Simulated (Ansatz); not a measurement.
# SnBi3: the cost of one run

Computed with Ansatz 0.2.0 (DFT PBEsol, scalar-relativistic, plane waves, PAW, unless a step's input says otherwise).

1 further run of the same task is left out (set aside as unsound or not needed). Runs told in other sessions of the task aren't counted.

### 1 The structure to begin with

Symmetry: Fm-3m, No. 225, cubic system. Conventional cell: a = 7.759 Å, b = 7.759 Å, c = 7.759 Å, α = 90.00°, β = 90.00°, γ = 90.00°. Around Sn (site symmetry m-3m) lie 8 Bi at 3.36 Å. Around Bi (site symmetry -43m) lie 4 Sn at 3.36 Å and 4 Bi at 3.36 Å. Bi (site symmetry m-3m) is surrounded by 8 Bi at 3.36 Å.

As a file:

```cif
data_structure
_symmetry_space_group_name_H-M 'P 1'
_symmetry_Int_Tables_number 1
_cell_length_a 5.4864
_cell_length_b 5.4864
_cell_length_c 5.4864
_cell_angle_alpha 60.000
_cell_angle_beta 60.000
_cell_angle_gamma 60.000
_cell_volume 116.77
loop_
_atom_site_label
_atom_site_type_symbol
_atom_site_fract_x
_atom_site_fract_y
_atom_site_fract_z
_atom_site_occupancy
Sn1 Sn 0.00000 0.00000 0.00000 1
Bi1 Bi 0.25000 0.25000 0.25000 1
Bi2 Bi 0.75000 0.75000 0.75000 1
Bi3 Bi 0.50000 0.50000 0.50000 1
```

It goes back to an entry of the Materials Project, which need not be the stable form.

This cell was relaxed beforehand with the same method: volume 29.19 Å³/atom, gap on the mesh none (metal).

### 2 Zero of energy

The reference gives a free energy of -42675.4798 eV, pressure 0.05 GPa, largest force 0.000 eV/Å and gap on the mesh none (metal). It was computed beforehand with the settings of the runs below.

### 3 Setting up a sublattice displacement scan

Every Sn atom is moved by x along the Cartesian unit vector (0.577, -0.577, -0.577); the cell and all other atoms stay fixed. Forces below are components along that vector, summed over the moved atoms.

### 4 At x = -0.100 Å

File input.yaml:

```yaml
crystal:
  lattice:
    - [0.0, 3.8794476738, 3.8794476738]
    - [3.8794476738, 0.0, 3.8794476738]
    - [3.8794476738, 3.8794476738, 0.0]
  atoms:
    - { symbol: Sn, position: [0.0223234202, -0.0074411401, -0.0074411401] }
    - { symbol: Bi, position: [0.25, 0.25, 0.25] }
    - { symbol: Bi, position: [0.75, 0.75, 0.75] }
    - { symbol: Bi, position: [0.5, 0.5, 0.5] }
basis:
  ecutwfc: 420
kpoints:
  mp_grid: { grid: [12, 12, 12] }
hamiltonian:
  xc: pbesol
scf:
  occupations: { method: gaussian, width: 0.15 }
output:
  forces: true
  stress: true
  eigenvalues: true
```

On the command line:

```sh
> ansatz run input.yaml --threads 1 --pin off --max-ram 2560MiB --backend cpu --events-out ev --progress --plain --runs-dir out
```

What time and memory should one allow on 1 thread of Intel Xeon at 2.50GHz (Skylake/Cascade Lake), shared host?

About 1.8 min, with a peak of 0.8 GiB.
